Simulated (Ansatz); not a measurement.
**C8H14ClNZr: small, medium and large basis sets**

The task here is to estimate one member of a computed series from the others.

Program: Ansatz 0.2.0, Gaussian basis. Level of theory: one geometry, several basis sets. These are calculated values, not measurements.

The runs, in order: PBE0-D4/def2-SVP; ωB97M-V/def2-SVP; PBE0-D4/def2-QZVPP; ωB97M-V/def2-QZVPP; the functionals' def2-TZVPP values are taken from earlier runs.

## Structure used throughout

An earlier PBE0-D4 in a triple-zeta def2 set relaxation fixed the geometry. Zr takes the def2 core potential; no spin-orbit term is included.

SMILES `C[N](C)[Zr]1234([CH3])([Cl])[C@H]5[C@@H]1[C@@H]2[C@@H]3[C@H]54`, 25 atoms, charge 0, spin multiplicity 1.

Atoms are counted from 1 here; the program's logs count them from 0.

Bond lengths: C1–N2 1.434 Å, C1–H12 1.090 Å, C1–H13 1.100 Å, C1–H14 1.100 Å, N2–C3 1.449 Å, N2–Zr4 2.015 Å, C3–H15 1.098 Å, C3–H16 1.102 Å, C3–H17 1.098 Å, Zr4–C5 2.245 Å, Zr4–Cl6 2.404 Å, Zr4–C7 2.508 Å, Zr4–C8 2.500 Å, Zr4–C9 2.496 Å, Zr4–C10 2.511 Å, Zr4–C11 2.517 Å, C5–H18 1.094 Å, C5–H19 1.099 Å and more. Angles: N2–C1–H12 110.8°, N2–C1–H13 111.4°, N2–C1–H14 111.5°, H12–C1–H13 107.9°, H12–C1–H14 107.9°, H13–C1–H14 107.1°, C1–N2–C3 112.3°, C1–N2–Zr4 142.7°, C3–N2–Zr4 105.0°, N2–C3–H15 111.9°, N2–C3–H16 111.5°, N2–C3–H17 111.8°, H15–C3–H16 106.0°, H15–C3–H17 108.7°, H16–C3–H17 106.5°, N2–Zr4–C5 102.5°, N2–Zr4–Cl6 111.0°, N2–Zr4–C7 86.5° and more.

The first run:

in.yaml

```yaml
crystal:
  periodic: [false, false, false]
  atoms:
    - {symbol: C, position_ang: [1.627681, 0.847353, 1.853904]}
    - {symbol: N, position_ang: [0.399127, 0.960613, 1.123165]}
    - {symbol: C, position_ang: [-0.250358, 2.238746, 1.334215]}
    - {symbol: Zr, position_ang: [-0.808905, -0.035558, -0.145396]}
    - {symbol: C, position_ang: [-0.719138, 1.231449, -1.996849]}
    - {symbol: Cl, position_ang: [-3.095902, 0.058309, 0.588614]}
    - {symbol: C, position_ang: [0.461189, -2.097179, 0.505901]}
    - {symbol: C, position_ang: [-0.802347, -2.527681, 0.050403]}
    - {symbol: C, position_ang: [-0.890243, -2.233519, -1.325918]}
    - {symbol: C, position_ang: [0.320989, -1.627345, -1.724903]}
    - {symbol: C, position_ang: [1.155783, -1.543926, -0.592003]}
    - {symbol: H, position_ang: [2.095744, -0.121206, 1.677881]}
    - {symbol: H, position_ang: [2.343745, 1.627662, 1.558071]}
    - {symbol: H, position_ang: [1.463567, 0.952685, 2.936144]}
    - {symbol: H, position_ang: [-0.504437, 2.399366, 2.390632]}
    - {symbol: H, position_ang: [-1.200287, 2.306122, 0.780427]}
    - {symbol: H, position_ang: [0.372387, 3.075446, 0.990071]}
    - {symbol: H, position_ang: [0.296119, 1.422076, -2.358295]}
    - {symbol: H, position_ang: [-1.168658, 2.204102, -1.754262]}
    - {symbol: H, position_ang: [-1.294914, 0.805473, -2.825890]}
    - {symbol: H, position_ang: [0.824079, -2.169071, 1.520591]}
    - {symbol: H, position_ang: [-1.580854, -2.969055, 0.654879]}
    - {symbol: H, position_ang: [-1.749454, -2.412841, -1.956664]}
    - {symbol: H, position_ang: [0.560079, -1.280833, -2.718063]}
    - {symbol: H, position_ang: [2.145000, -1.111178, -0.566646]}
basis:
  gaussian: {orbitals: def2-SVP}
hamiltonian: {xc: pbe0, dispersion: d4}
output: {orbitals: {seedname: orbitals}}
```

Among the steps run: PBE0-D4 in def2-SVP; ωB97M-V in def2-SVP; PBE0-D4 in def2-QZVPP; ωB97M-V in def2-QZVPP.

One table of the session follows, with a row left open; its other results are not shown here.

It belongs to the step «Density functionals: the series». 

```
functional       basis  HOMO (eV)
   PBE0-D4    def2-SVP          ?
   PBE0-D4  def2-TZVPP      -6.63
   PBE0-D4  def2-QZVPP      -6.65
   ωB97M-V    def2-SVP      -8.86
   ωB97M-V  def2-TZVPP      -8.91
   ωB97M-V  def2-QZVPP      -8.92
```

Q: Estimate the row for PBE0-D4, def2-SVP from the others.

The run gave: HOMO (eV): -6.60. In the column «HOMO (eV)» it is the highest.
